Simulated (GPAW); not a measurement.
# CoW3 (Pm-3m) in GPAW: settings compared, part 2 of 2

GPAW 26.7.0. The steps go on from the part before.

### Step 5. Relaxation of cell and atoms, PBEsol+D3(BJ)+ATM, collinear spin, ferromagnetic start

File run.py:

```python
from ase import Atoms
from ase.calculators.mixing import SumCalculator
from ase.filters import FrechetCellFilter
from ase.io import write
from ase.optimize import BFGS
from dftd3.ase import DFTD3
from gpaw import GPAW, PW, setup_paths

setup_paths.insert(0, '.')

atoms = Atoms(['W', 'W', 'W', 'Co'],
              cell=[[3.907351, 0.0, 0.0],
                    [0.0, 3.907351, 0.0],
                    [0.0, 0.0, 3.907351]],
              scaled_positions=[[0.5, 0.5, 0.0],
                                [0.5, 0.0, 0.5],
                                [0.0, 0.5, 0.5],
                                [0.0, 0.0, 0.0]],
              pbc=True)
atoms.set_initial_magnetic_moments([0.0, 0.0, 0.0, 2.0])

calc = GPAW(mode=PW(600),
            xc='PBEsol',
            kpts={'size': (5, 5, 5), 'gamma': True},
            occupations={'name': 'fermi-dirac', 'width': 0.05},
            nbands=46,
            convergence={'density': 1e-05, 'forces': 0.0001},
            maxiter=150,
            txt='gpaw.txt')
atoms.calc = SumCalculator([calc, DFTD3(damping='d3bj', params_tweaks=dict(method='pbesol', atm=True))])
opt = BFGS(FrechetCellFilter(atoms), trajectory='relax.traj', logfile='-')
done = opt.run(fmax=0.02, steps=60)
calc.write('gs.gpw')
write('result.traj', atoms)
print('Converged:', done)
print('Cell:', atoms.cell.cellpar().round(4))
print('Volume:', round(atoms.get_volume(), 4))
print(atoms.get_scaled_positions().round(5))
```

Potentials or basis: PAW data sets generated in the run's folder for this functional, pw.

Command:

```
> gpaw-setup -f PBEsol Co W
> OMP_NUM_THREADS=1 python run.py
```

gpaw.txt:

```text
__  _  _
 | _ |_)|_||  |
 |__||  | ||/\| - 26.7.0

Input parameters:
  mode=PW(ecut=600.0),
  convergence={'density': 1e-05, 'forces': 0.0001},
  kpts=MonkhorstPack(size=(5, 5, 5), gamma=True),
  maxiter=150,
  nbands=46,
  occupations=Occupations(name='fermi-dirac', width=0.05),
  xc=XC(name='PBEsol')

Diagonalizing LCAO Hamiltonian
Converting LCAO to pw mode
   .---------.
  /|         |
 * |         |
 | |         |
 |W|         |
 | .--W------.
 |/    W    /
 Co--------*

Atoms  # Å, Bohr magnetons
|   | symbol |        x |        y |        z |    initial magnetic moments |
[... 891 lines left out ...]
| 0 |      W |  1.916587 | 1.916587 |  0.000000 | ( 0.0000,  0.0000,  0.0530) |
| 1 |      W |  1.916587 | 0.000000 |  1.916587 | ( 0.0000,  0.0000,  0.0530) |
| 2 |      W | -0.000000 | 1.916587 |  1.916587 | ( 0.0000,  0.0000,  0.0530) |
| 3 |     Co | -0.000000 | 0.000000 | -0.000000 | ( 0.0000,  0.0000,  0.6243) |

Unit cell  # Å
| periodic |         x |        y |        z |  lengths |    angles |
|----------|-----------|----------|----------|----------|-----------|
|      yes |  3.833173 | 0.000000 | 0.000000 | 3.833173 | 90.000000 |
|      yes |  0.000000 | 3.833173 | 0.000000 | 3.833173 | 90.000000 |
|      yes | -0.000000 | 0.000000 | 3.833173 | 3.833173 | 90.000000 |

Number of symmetries: 48
Symmetry operations  # r_c * U_cc + t_c -> r_c
|    | kind |            matrix            |
|----|------|------------------------------|
|  0 |  E   |  1, 0, 0,  0, 1, 0,  0, 0, 1 |
|  1 |  σ   |  1, 0, 0,  0, 1, 0,  0, 0,-1 |
|  2 |  σ   |  1, 0, 0,  0, 0, 1,  0, 1, 0 |
|  3 |  C4  |  1, 0, 0,  0, 0, 1,  0,-1, 0 |
|  4 |  C4  |  1, 0, 0,  0, 0,-1,  0, 1, 0 |
|  5 |  σ   |  1, 0, 0,  0, 0,-1,  0,-1, 0 |
|  6 |  σ   |  1, 0, 0,  0,-1, 0,  0, 0, 1 |
|  7 |  C2  |  1, 0, 0,  0,-1, 0,  0, 0,-1 |
|  8 |  σ   |  0, 1, 0,  1, 0, 0,  0, 0, 1 |
[... 242 lines left out ...]
No gap
No difference between direct/indirect transitions

Stress tensor  # eV/Ang^3
|         x |         y |         z |
|-----------|-----------|-----------|
| -0.037790 | -0.000000 |  0.000000 |
| -0.000000 | -0.037790 |  0.000000 |
|  0.000000 |  0.000000 | -0.037790 |

Forces  # eV/Ang
|       x |        y |        z |
|---------|----------|----------|
| 0.00000 |  0.00000 | -0.00000 |  # W    0
| 0.00000 |  0.00000 |  0.00000 |  # W    1
| 0.00000 | -0.00000 |  0.00000 |  # W    2
| 0.00000 | -0.00000 |  0.00000 |  # Co   3

# Writing to gs.gpw (mode='')
```

Run time: 4 min. Hardware: 1 thread of Arm Neoverse V1, shared host; peak memory 0.25 GiB.

Results:

| Item | Value |
| --- | --- |
| Free energy | -47.6063 eV |
| Relaxed volume | 14.08 Å³/atom |
| Relaxed cell | a = 3.833 Å, b = 3.833 Å, c = 3.833 Å, α = 90.00°, β = 90.00°, γ = 90.00° |
| Space group after relaxing (to 0.05 Å) | Pm-3m (No. 221) |
| Energy gained by relaxing | 40.9 meV/atom |
| Ionic steps | 4 |
| Pressure after relaxing | -0.1 GPa |
| Band gap on the k mesh | none (metal or under the smearing width) |
| Net moment | 0.85 μB per cell |
| Site moments | W +0.05; Co +0.64 μB |
| Dispersion energy per atom | -0.604 eV |

The path:
| step | energy change (eV) | largest force (eV/Å) | pressure (GPa) | volume (Å³) |
| --- | --- | --- | --- | --- |
| 1 | 0.0000 | 0.0000 | -15.68 | 59.66 |
| 2 | -0.0773 | 0.0000 | -11.86 | 58.73 |
| 3 | -0.1624 | 0.0000 | 1.10 | 56.11 |
| 4 | -0.1637 | 0.0000 | -0.06 | 56.32 |

Final structure:
```
W Co
1.0
     3.83317    0.00000    0.00000
     0.00000    3.83317    0.00000
     0.00000    0.00000    3.83317
W Co
3 1
Direct
  0.50000 0.50000 0.00000
  0.50000 0.00000 0.50000
  0.00000 0.50000 0.50000
  0.00000 0.00000 0.00000
```

Caveat: each step starts from the last one's moments, so a moment once lost doesn't come back; later steps reuse the first step's grids; pairwise dispersion overbinds metals, which lowers pressure and volume. Spin-orbit coupling is left out, which matters for the levels of W.

### Step 6. Relaxation of cell and atoms, PBEsol+D4, collinear spin, ferromagnetic start

Edit run.py of step 5 so:

```diff
@@ -5,3 +5,3 @@
 from ase.optimize import BFGS
-from dftd3.ase import DFTD3
+from dftd4.ase import DFTD4
 from gpaw import GPAW, PW, setup_paths
@@ -29,3 +29,3 @@
             txt='gpaw.txt')
-atoms.calc = SumCalculator([calc, DFTD3(damping='d3bj', params_tweaks=dict(method='pbesol', atm=True))])
+atoms.calc = SumCalculator([calc, DFTD4(method='pbesol')])
 opt = BFGS(FrechetCellFilter(atoms), trajectory='relax.traj', logfile='-')
```

Potentials or basis: PAW data sets generated in the run's folder for this functional, pw.

Command:

```
> gpaw-setup -f PBEsol Co W
> OMP_NUM_THREADS=1 python run.py
```

gpaw.txt:

```text
__  _  _
 | _ |_)|_||  |
 |__||  | ||/\| - 26.7.0

Input parameters:
  mode=PW(ecut=600.0),
  convergence={'density': 1e-05, 'forces': 0.0001},
  kpts=MonkhorstPack(size=(5, 5, 5), gamma=True),
  maxiter=150,
  nbands=46,
  occupations=Occupations(name='fermi-dirac', width=0.05),
  xc=XC(name='PBEsol')

Diagonalizing LCAO Hamiltonian
Converting LCAO to pw mode
   .---------.
  /|         |
 * |         |
 | |         |
 |W|         |
 | .--W------.
 |/    W    /
 Co--------*

Atoms  # Å, Bohr magnetons
[... 891 lines left out ...]
|---|--------|-----------|-----------|-----------|-----------------------------|
| 0 |      W |  1.921096 |  1.921096 | -0.000000 | ( 0.0000,  0.0000,  0.0538) |
| 1 |      W |  1.921096 | -0.000000 |  1.921096 | ( 0.0000,  0.0000,  0.0538) |
| 2 |      W | -0.000000 |  1.921096 |  1.921096 | ( 0.0000,  0.0000,  0.0538) |
| 3 |     Co | -0.000000 | -0.000000 |  0.000000 | ( 0.0000,  0.0000,  0.6505) |

Unit cell  # Å
| periodic |         x |         y |         z |  lengths |    angles |
|----------|-----------|-----------|-----------|----------|-----------|
|      yes |  3.842191 | -0.000000 | -0.000000 | 3.842191 | 90.000000 |
|      yes | -0.000000 |  3.842191 | -0.000000 | 3.842191 | 90.000000 |
|      yes | -0.000000 | -0.000000 |  3.842191 | 3.842191 | 90.000000 |

Number of symmetries: 48
Symmetry operations  # r_c * U_cc + t_c -> r_c
|    | kind |            matrix            |
|----|------|------------------------------|
|  0 |  E   |  1, 0, 0,  0, 1, 0,  0, 0, 1 |
|  1 |  σ   |  1, 0, 0,  0, 1, 0,  0, 0,-1 |
|  2 |  σ   |  1, 0, 0,  0, 0, 1,  0, 1, 0 |
|  3 |  C4  |  1, 0, 0,  0, 0, 1,  0,-1, 0 |
|  4 |  C4  |  1, 0, 0,  0, 0,-1,  0, 1, 0 |
|  5 |  σ   |  1, 0, 0,  0, 0,-1,  0,-1, 0 |
|  6 |  σ   |  1, 0, 0,  0,-1, 0,  0, 0, 1 |
|  7 |  C2  |  1, 0, 0,  0,-1, 0,  0, 0,-1 |
|  8 |  σ   |  0, 1, 0,  1, 0, 0,  0, 0, 1 |
[... 242 lines left out ...]
No gap
No difference between direct/indirect transitions

Stress tensor  # eV/Ang^3
|         x |         y |         z |
|-----------|-----------|-----------|
| -0.023925 |  0.000000 |  0.000000 |
|  0.000000 | -0.023925 | -0.000000 |
|  0.000000 | -0.000000 | -0.023925 |

Forces  # eV/Ang
|        x |       y |        z |
|----------|---------|----------|
|  0.00000 | 0.00000 | -0.00000 |  # W    0
|  0.00000 | 0.00000 |  0.00000 |  # W    1
| -0.00000 | 0.00000 |  0.00000 |  # W    2
| -0.00000 | 0.00000 |  0.00000 |  # Co   3

# Writing to gs.gpw (mode='')
```

stdout:

```text
Step          Energy          fmax
BFGS:    0      -46.585946        1.272940
BFGS:    1      -46.644331        0.947395
BFGS:    2      -46.709070        0.074099
BFGS:    3      -46.709819        0.003891
Converged: True
Cell: [ 3.8422  3.8422  3.8422 90.     90.     90.    ]
Volume: 56.7201
[[0.5 0.5 0. ]
 [0.5 0.  0.5]
 [0.  0.5 0.5]
 [0.  0.  0. ]]
```

Wall time 4.1 min (1 thread of Arm Neoverse V1, shared host); peak memory 0.25 GiB.

Results:

- Free energy: -46.7294 eV
- Relaxed volume: 14.18 Å³/atom
- Relaxed cell: a = 3.842 Å, b = 3.842 Å, c = 3.842 Å, α = 90.00°, β = 90.00°, γ = 90.00°
- Space group after relaxing (to 0.05 Å): Pm-3m (No. 221)
- Energy gained by relaxing: 31.0 meV/atom
- Ionic steps: 4
- Pressure after relaxing: 0.0 GPa
- Band gap on the k mesh: none (metal or under the smearing width)
- Net moment: 0.88 μB per cell
- Site moments: W +0.05; Co +0.66 μB
- Dispersion energy per atom: -0.382 eV

Step by step:
```csv
step,energy change (eV),largest force (eV/Å),pressure (GPa),volume (Å³)
1,0.0000,0.0000,-13.68,59.66
2,-0.0584,0.0000,-10.32,58.85
3,-0.1231,0.0000,0.84,56.56
4,-0.1239,0.0000,-0.04,56.72
```

Final structure:
```xyz
4
Lattice="3.8422 0.0000 0.0000 0.0000 3.8422 0.0000 0.0000 0.0000 3.8422" Properties=species:S:1:pos:R:3 pbc="T T T"
W     1.9211    1.9211    0.0000
W     1.9211    0.0000    1.9211
W     0.0000    1.9211    1.9211
Co    0.0000    0.0000    0.0000
```

Caveat: each step starts from the last one's moments, so a moment once lost doesn't come back; later steps reuse the first step's grids; pairwise dispersion overbinds metals, which lowers pressure and volume.

### Step 7. Summary

| level | gap on the mesh (eV) | pressure (GPa) | moment (μB) | relaxed volume (Å³/atom) |
| --- | --- | --- | --- | --- |
| PBEsol | none | 0.0 | 0.93 | 14.36 |
| PBEsol+D3 | none | -0.1 | 0.85 | 14.05 |
| PBEsol+D3(BJ) | none | -0.1 | 0.83 | 14.01 |
| PBEsol+D3(BJ)+ATM | none | -0.1 | 0.85 | 14.08 |
| PBEsol+D4 | none | 0.0 | 0.88 | 14.18 |

Alike in all rows: task relaxation of cell and atoms; potentials or basis PAW data sets generated in the run's folder for this functional, pw; spin collinear, ferromagnetic start; cell relaxed; k mesh 5 × 5 × 5; cutoff (eV) 600; smearing fermi-dirac 0.05 eV.

Caveats: each step starts from the last one's moments, so a moment once lost doesn't come back; later steps reuse the first step's grids; pairwise dispersion overbinds metals, which lowers pressure and volume (some runs).

Absolute energies hang on the potentials; compare differences alone.
